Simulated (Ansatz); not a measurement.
# FH9O12Si3Sn: basis-set convergence

The task here is to estimate one member of a computed series from the others.

Method: one geometry, several basis sets; program: Ansatz 0.2.0, Gaussian basis.

Plan: PBE0-D4/def2-SVP; ωB97M-V/def2-SVP; PBE0-D4/def2-QZVPP; ωB97M-V/def2-QZVPP; the functionals' def2-TZVPP values are taken from earlier runs.

### The geometry

The geometry comes from an earlier relaxation with PBE0-D4 in a triple-zeta def2 set; it is a stationary point, not always the lowest conformer. Sn takes the def2 core potential; no spin-orbit term is included.

SMILES `O[Si](O)(O)[O][Sn]([F])([O][Si](O)(O)O)[O][Si](O)(O)O`, 26 atoms, charge 0, spin multiplicity 1.

Atoms are counted from 1 here; the program's logs count them from 0.

Bond lengths: O1–Si2 1.640 Å, O1–H18 0.965 Å, Si2–O3 1.627 Å, Si2–O4 1.622 Å, Si2–O5 1.632 Å, O3–H19 0.958 Å, O4–H20 0.958 Å, O5–Sn6 1.924 Å, Sn6–F7 1.894 Å, Sn6–O8 1.921 Å, Sn6–O13 1.939 Å, O8–Si9 1.642 Å, Si9–O10 1.618 Å, Si9–O11 1.629 Å, Si9–O12 1.638 Å, O10–H21 0.958 Å, O11–H22 0.959 Å, O12–H23 0.964 Å and more. Angles: Si2–O1–H18 116.5°, O1–Si2–O3 105.0°, O1–Si2–O4 111.6°, O1–Si2–O5 109.0°, O3–Si2–O4 111.1°, O3–Si2–O5 113.0°, O4–Si2–O5 107.2°, Si2–O3–H19 118.4°, Si2–O4–H20 117.5°, Si2–O5–Sn6 132.2°, O5–Sn6–F7 104.7°, O5–Sn6–O8 113.1°, O5–Sn6–O13 115.6°, F7–Sn6–O8 108.2°, F7–Sn6–O13 106.9°, O8–Sn6–O13 107.8°, Sn6–O8–Si9 124.4°, O8–Si9–O10 109.3° and more.

The first run:

Input file in.yaml:

```yaml
crystal:
  periodic: [false, false, false]
  atoms:
    - {symbol: O, position_ang: [-0.447703, -1.912582, -2.270933]}
    - {symbol: Si, position_ang: [0.397685, -0.710917, -3.000165]}
    - {symbol: O, position_ang: [1.933241, -1.246225, -3.047234]}
    - {symbol: O, position_ang: [-0.160168, -0.409391, -4.492774]}
    - {symbol: O, position_ang: [0.225836, 0.661366, -2.132924]}
    - {symbol: Sn, position_ang: [0.783743, 1.145745, -0.356451]}
    - {symbol: F, position_ang: [2.377261, 2.137532, -0.606848]}
    - {symbol: O, position_ang: [-0.484194, 2.267013, 0.552658]}
    - {symbol: Si, position_ang: [-0.851954, 2.147069, 2.148572]}
    - {symbol: O, position_ang: [-1.774270, 3.404117, 2.579472]}
    - {symbol: O, position_ang: [0.493522, 2.128969, 3.067045]}
    - {symbol: O, position_ang: [-1.671783, 0.756266, 2.422634]}
    - {symbol: O, position_ang: [1.217743, -0.333436, 0.819293]}
    - {symbol: Si, position_ang: [0.096957, -1.516992, 1.025012]}
    - {symbol: O, position_ang: [-1.243044, -1.017838, 0.214880]}
    - {symbol: O, position_ang: [-0.198038, -1.755801, 2.596361]}
    - {symbol: O, position_ang: [0.588166, -2.906603, 0.320364]}
    - {symbol: H, position_ang: [0.070778, -2.615257, -1.861063]}
    - {symbol: H, position_ang: [2.553685, -0.801349, -3.625975]}
    - {symbol: H, position_ang: [-0.736433, 0.347270, -4.605600]}
    - {symbol: H, position_ang: [-1.400935, 4.283401, 2.511137]}
    - {symbol: H, position_ang: [1.048368, 1.346563, 3.045510]}
    - {symbol: H, position_ang: [-2.134756, 0.379593, 1.666072]}
    - {symbol: H, position_ang: [-1.307116, -1.353229, -0.696695]}
    - {symbol: H, position_ang: [-0.693520, -1.038108, 3.012466]}
    - {symbol: H, position_ang: [1.316941, -3.387184, 0.715217]}
basis:
  gaussian: {orbitals: def2-SVP}
hamiltonian: {xc: pbe0, dispersion: d4}
output: {orbitals: {seedname: orbitals}}
```

The run is started by

```console
> ansatz run in.yaml --threads 6 --pin off --events-out ev --progress --plain --max-ram 174080MiB --backend cuda --devices 0, --max-vram 75GiB
```

Steps of the session up to this table: PBE0-D4 in def2-SVP; ωB97M-V in def2-SVP; PBE0-D4 in def2-QZVPP; ωB97M-V in def2-QZVPP.

One of the session's tables, all rows but one given; the rest of the session is left out.

| functional | basis | HOMO (eV) | LUMO (eV) |
| --- | --- | --- | --- |
| PBE0-D4 | def2-SVP | -9.09 | -2.03 |
| PBE0-D4 | def2-TZVPP | -9.30 | -2.19 |
| PBE0-D4 | def2-QZVPP | -9.34 | -2.24 |
| ωB97M-V | def2-SVP | -11.52 | 0.07 |
| ωB97M-V | def2-TZVPP | -11.75 | -0.21 |
| ωB97M-V | def2-QZVPP | ? | ? |

Estimate the missing values for ωB97M-V, def2-QZVPP.

The run gave: HOMO (eV): -11.81; LUMO (eV): -0.37. In the column «HOMO (eV)» it is the lowest.
